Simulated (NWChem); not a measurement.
# SnTe (SMILES [Sn][Te]) at 6 levels

We compute a comparison of 6 runs (HF/STO-3G, HF/3-21G, M06-2X/def2-TZVPPD, PBE/def2-TZVPPD, SVWN5/def2-TZVPPD, r2SCAN/def2-TZVPPD) of SnTe. 

Program for the calculation: NWChem 7.3.0.

## (1) The system as given

The species is SnTe (2 atoms), meant as a singlet with charge 0. SMILES: `[Sn][Te]`. The coordinates come from a PBE0-D4/def2-TZVP relaxation.

Bond lengths: Sn1–Te2 2.518 Å.

## (2) Energy and gradient at HF/STO-3G (run 1)

geom.nw

```
START geom
memory total 2200 mb
charge 0

GEOMETRY units au noautosym nocenter noautoz
   Sn   0.00000000   0.00000000   0.01783901
   Te   0.00000000   0.00000000   4.77596153
END

BASIS "ao basis" spherical bse
   * library STO-3G
END

SCF
   thresh 1e-08
   maxiter 80
END

TASK scf gradient
```

The run is started by

```bash
$ nwchem geom.nw > geom.out
```

What it wrote:

```text
[...]
  functions       =    54
[...]
  wavefunction    = RHF
[...]
         Total SCF energy = -12510.456038833647
      One-electron energy = -18376.609164379457
      Two-electron energy =   5319.719108962312
 Nuclear repulsion energy =    546.434016583499
        Time for solution =      7.1s
[...]
                         RHF ENERGY GRADIENTS
    atom               coordinates                        gradient
                 x          y          z           x          y          z
   1 Sn      0.000000   0.000000   0.017839   -0.000000  -0.000000  -0.027304
   2 Te      0.000000   0.000000   4.775962    0.000000   0.000000   0.027304
[...]
```

It took 12 s on 1 thread of AMD EPYC 7B13 (Zen 3), shared host; peak memory 0.099 GiB.

## (3) Energy and gradient at HF/3-21G (run 2)

nw.nw

```
start nw
title "SnTe"
memory 2200 mb

geometry units angstroms noautosym nocenter noautoz
Sn       0.000000       0.000000       0.009440
Te       0.000000       0.000000       2.527330
end

basis "ao basis" spherical bse
* library 3-21G
end

scf
thresh 1e-08
maxiter 80
end

task scf gradient
```

The run is started by

```bash
$ nwchem nw.nw > nw.out
```

What it wrote:

```text
[...]
  functions       =    62
[...]
  wavefunction    = RHF
[...]
         Total SCF energy = -12579.025001702399
      One-electron energy = -18431.229288729064
      Two-electron energy =   5305.770230177791
 Nuclear repulsion energy =    546.434056848876
        Time for solution =      7.5s
[...]
                         RHF ENERGY GRADIENTS
    atom               coordinates                        gradient
                 x          y          z           x          y          z
   1 Sn      0.000000   0.000000   0.017839    0.000000   0.000000   0.029256
   2 Te      0.000000   0.000000   4.775961   -0.000000  -0.000000  -0.029256
[...]
```

Wall time 13 s (1 thread of AMD EPYC 7B13 (Zen 3), shared host); peak memory 0.099 GiB.

## (4) Energy and gradient at M06-2X/def2-TZVPPD (core potential) (run 3)

run.py

```python
from ase import Atoms
from ase.calculators.nwchem import NWChem

system = Atoms('SnTe', positions=[
    [0.000000, 0.000000, 0.009440],
    [-0.000000, -0.000000, 2.527330],
])

calc = NWChem(
    label='snte',
    theory='dft',
    memory='2200 mb',
    basis='def2-TZVPPD',
    basispar='spherical bse',
    dft={'xc': 'm06-2x', 'mult': '1', 'grid': 'fine', 'convergence': 'energy 1e-08', 'iterations': '100', 'mulliken': None},
    **{'ecp bse': {'Sn library': 'def2-TZVPPD', 'Te library': 'def2-TZVPPD'}},
)
system.calc = calc

forces = system.get_forces()
print(f"energy = {system.get_potential_energy():.6f} eV")
print("forces (eV/A):")
for s, f in zip(system.symbols, forces):
    print(f"{s:2s} {f[0]:10.5f} {f[1]:10.5f} {f[2]:10.5f}")
print("dipole (e A):", system.get_dipole_moment().round(4))
```

The run is started by

```bash
$ export ASE_NWCHEM_COMMAND="nwchem PREFIX.nwi > PREFIX.nwo"
$ python run.py
```

What it wrote:

```text
energy = -13122.121022 eV
forces (eV/A):
Sn    0.00000    0.00000   -0.01969
Te   -0.00000   -0.00000    0.01969
dipole (e A): [-0.     -0.     -0.6479]
```

The calculator wrote snte.nwi:

```
title "snte"

permanent_dir snte

scratch_dir snte

start snte

geometry units angstrom nocenter noautosym noautoz
  Sn 0.0000000000000000e+00 0.0000000000000000e+00 9.4400000000000005e-03
  Te -0.0000000000000000e+00 -0.0000000000000000e+00 2.5273300000000001e+00
end

memory 2200 mb

basis spherical bse noprint
   * library def2-TZVPPD
end

dft
  xc m06-2x
  mult 1
  grid fine
  convergence energy 1e-08
  iterations 100
  mulliken
end
ecp bse
  Sn library def2-TZVPPD
  Te library def2-TZVPPD
end

task dft gradient
```

snte.nwo:

```text
Northwest Computational Chemistry Package (NWChem) 7.3.0
             --------------------------------------------------------

           Job information
           ---------------

    nwchem branch   = 7.3.0
    use scalapack   = T
    input           = snte.nwi
    prefix          = snte.
    data base       = snte/snte.db
    status          = startup
    nproc           =        1

           Memory information
           ------------------

[... 5 lines left out ...]
    hardfail = no
[... 75 lines left out ...]
  convergence criterion.
[... 39 lines left out ...]
          Spatial weights used:  Erf1
[... 32 lines left out ...]
 1-e energy   =   -1064.244295
[... 51 lines left out ...]
           Coulomb energy =      510.668895820266
[... 900 lines left out ...]
          Convergence on density requested:  1.00D-05
[... 25 lines left out ...]
          total energy or number of iterations.
[... 33 lines left out ...]
                 ----------------------------------------
                 |  Time  |  1-e(secs)   |  2-e(secs)   |
                 ----------------------------------------
                 |  CPU   |       0.07   |      18.61   |
                 ----------------------------------------
                 |  WALL  |       0.07   |      18.61   |
                 ----------------------------------------

 Task  times  cpu:       57.6s     wall:       57.6s
 Total times  cpu:       57.6s     wall:       57.6s
```

Run time: 59 s. Hardware: 1 thread of AMD EPYC 7B13 (Zen 3), shared host; peak memory 0.14 GiB.

Runs 4 to 5 aren't shown in full; the table further down has their settings and results.

## (5) Energy and gradient at r2SCAN/def2-TZVPPD (core potential) (run 6)

snte.nw

```
start snte
title "SnTe r2SCAN"
memory total 2200 mb
charge 0
geometry units angstroms noautosym nocenter noautoz
Sn    0.000000    0.000000    0.009440
Te    0.000000    0.000000    2.527330
end
basis spherical bse
* library def2-TZVPPD
end
ecp bse
Sn library def2-TZVPPD
Te library def2-TZVPPD
end
dft
xc r2scan
grid fine
convergence energy 1e-08
maxiter 100
mulliken
end
task dft gradient
```

The run is started by

```bash
$ nwchem snte.nw > snte.out
```

What it wrote:

```text
[...]
          Wavefunction type:  closed shell.
          No. of atoms     :     2
          No. of electrons :    46
[...]
          Charge           :     0
          Spin multiplicity:     1
[...]
          AO basis - number of functions:   115
[...]
              XC Information
              --------------
                      r^2SCAN Method XC Functional
               r^2SCAN metaGGA Exchange Functional  1.000
                     r^2SCAN Correlation Potential  1.000
[...]
 d= 0,ls=0.0,diis     1   -482.4916501230 -5.93D+02  2.44D-02  3.67D-01     4.2
[...]
 d= 0,ls=0.0,diis    11   -482.5698747018 -3.53D-09  7.17D-07  1.55D-09    32.3
         Total DFT energy =     -482.569874701806
      One electron energy =    -1065.632097764780
           Coulomb energy =      511.111375110235
    Exchange-Corr. energy =      -39.017298976572
 Nuclear repulsion energy =      110.968146929310
[...]
      Total Density - Mulliken Population Analysis
     ---------------------------------------------
    Atom       Charge   Shell Charges
 -----------   ------   -------------------------------------------------------
    1 Sn  22    21.68   0.30 -0.80  1.61  0.90  1.19  0.72  0.02 -0.40  6.37  0.57  0.97  0.17  8.85  1.11  0.11 -0.01  0.00  0.01
    2 Te  24    24.32   0.29 -0.86  1.62  0.96  1.13  0.81  0.01 -0.51  6.47  1.15  2.27  0.91  0.01  9.02  0.95  0.08  0.00  0.00  0.01
[...]
  wavefunction    = closed shell
                         DFT ENERGY GRADIENTS
    atom               coordinates                        gradient
                 x          y          z           x          y          z
   1 Sn      0.000000   0.000000   0.017839   -0.000000   0.000000   0.002373
   2 Te      0.000000   0.000000   4.775961    0.000000  -0.000000  -0.002373
[...]
```

Wall time 54 s (1 thread of AMD EPYC 7B13 (Zen 3), shared host); peak memory 0.14 GiB.

## (6) All runs side by side

```csv
run,level,iteration cap,module,energy (Eh),dipole moment (D),HOMO energy (eV),LUMO energy (eV),wall time
1,HF/STO-3G,80,scf,-12510.456039,4.21,-5.48,3.87,12 s
2,HF/3-21G,80,scf,-12579.025002,3.53,-8.56,-0.30,13 s
3,M06-2X/def2-TZVPPD (core potential),100,dft,-482.229057,3.11,-7.50,-1.87,59 s
4,PBE/def2-TZVPPD (core potential),100,dft,-482.382100,2.17,-5.84,-3.25,50 s
5,SVWN5/def2-TZVPPD (core potential),100,dft,-481.685599,2.11,–,–,44 s
6,r2SCAN/def2-TZVPPD (core potential),100,dft,-482.569875,2.27,-6.07,-3.21,54 s
```

## (7) What came out

```
                       quantity          value
            run 6: total energy  -482.56987 Eh
           run 6: dipole moment         2.27 D
             run 6: HOMO energy       -6.07 eV
             run 6: LUMO energy       -3.21 eV
           run 6: HOMO–LUMO gap        2.86 eV
run 6: largest force on an atom     0.122 eV/Å
```

What this shows: The dipole moment (its size) runs from 2.11 D (SVWN5/def2-TZVPPD) to 4.21 D (HF/STO-3G). The two ends differ in method and basis and core potential. Over runs 1, 2, 3, 4, 6 the HOMO–LUMO gap runs from 2.58 eV (PBE/def2-TZVPPD) to 9.35 eV (HF/STO-3G). Totals of different functionals can't be ranked against each other. Some runs of one species differ in core potentials or relativity; totals across that change don't compare. In run 1 the basis is minimal, so the values are rough. In runs 1, 2 relativity is left out where basis or elements ask for it. All runs together took 3.9 min, the longest 59 s.
